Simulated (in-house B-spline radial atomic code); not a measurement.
**Tc¹⁰⁺: ionisation energy by several methods**

Aim: the ionisation energy of Tc¹⁰⁺ by several methods, each as the difference of two self-consistent energies (Tc¹⁰⁺ and the next ion, [Ar] 3d10 4s2 4p2).

The numbers are computed with in-house B-spline radial atomic code version 1 (non-relativistic, several functionals, spin-polarised, exact exchange averaged over the configuration; spherical all-electron atom at the radial basis limit), except any that are marked as measured or tabulated.

### 1 The atom as given

| Quantity | Value |
| --- | --- |
| element | technetium (Z = 43) |
| charge | +10 |
| electrons | 33 |
| configuration | [Ar] 3d10 4s2 4p3 |
| nucleus | point |

The outer shells:

[Ar] 3d10 4s2 4p3
```
[Ar] core
3d [↑↓][↑↓][↑↓][↑↓][↑↓]
4s [↑↓]
4p [↑ ][↑ ][↑ ]
```

Where spins are not typed, each open shell is filled with up spins first.

### 2 r2SCAN0

Settings, as recorded:

```ini
Z = 43
electrons = 33.0
configuration = [Ar] 3d10 4s2 4p3
hamiltonian = nr
method = r2scan0
spin_polarised = True
exact_exchange = averaged over the configuration
```

The run is started by

```bash
$ python run_scf.py task.json out
```

task.json lists these runs, among others, and the program works through them in turn.

### 3 B3LYP

Settings: those of step 2 with these lines changed.

```diff
@@ -4,3 +4,3 @@
 hamiltonian = nr
-method = r2scan0
+method = b3lyp
 spin_polarised = True
```

### 4 B97-1

Settings: those of step 3 with these lines changed.

```diff
@@ -4,3 +4,3 @@
 hamiltonian = nr
-method = b3lyp
+method = b97_1
 spin_polarised = True
```

### 5 HSE06

Settings: those of step 4 with these lines changed.

```diff
@@ -4,3 +4,3 @@
 hamiltonian = nr
-method = b97_1
+method = hse06
 spin_polarised = True
```

### 6 CAM-B3LYP

Settings: those of step 5 with these lines changed.

```diff
@@ -4,3 +4,3 @@
 hamiltonian = nr
-method = hse06
+method = camb3lyp
 spin_polarised = True
```

### 7 TPSSh

Settings: those of step 6 with these lines changed.

```diff
@@ -4,3 +4,3 @@
 hamiltonian = nr
-method = camb3lyp
+method = tpssh
 spin_polarised = True
```

Q: The tabulated ionisation energy is 214 ± 2.4 eV (tabulated theoretical; NIST Atomic Spectra Database). What does each method give, and which comes nearest?

The runs gave:

| method | rung | total energy (hartree) | ΔSCF (eV) | −ε highest (eV) | ΔSCF less tabulated (eV) |
| --- | --- | --- | --- | --- | --- |
| r2SCAN0 | global hybrid | -4176.4328 | 217.03 | 209.37 (4p up) | +3.03 |
| B3LYP | global hybrid | -4176.4319 | 216.33 | 207.93 (4p up) | +2.33 |
| B97-1 | global hybrid | -4176.2586 | 216.33 | 208.10 (4p up) | +2.33 |
| TPSSh | global hybrid | -4176.2580 | 216.55 | 207.19 (4p up) | +2.55 |
| HSE06 | range-separated hybrid | -4176.0247 | 216.32 | 208.13 (4p up) | +2.32 |
| CAM-B3LYP | range-separated hybrid | -4176.5972 | 216.28 | 209.91 (4p up) | +2.28 |

What this shows: The tabulated ionisation energy is 214 ± 2.4 eV (tabulated theoretical; NIST Atomic Spectra Database). CAM-B3LYP comes nearest (+2.28 eV) and r2SCAN0 is farthest (+3.03 eV, 1.4 %). The table's own uncertainty exceeds the spread between the methods, so their order is not settled. All methods miss on the same side by much the same amount, which points to something that they share. These runs lack relativity altogether, which can outweigh the gaps between the methods, so the nearest may be so by luck. These runs leave out relativity, which matters at this nuclear charge. Open shells are averaged (over orientations, and over spins where the run is restricted), while tables refer to the lowest levels.
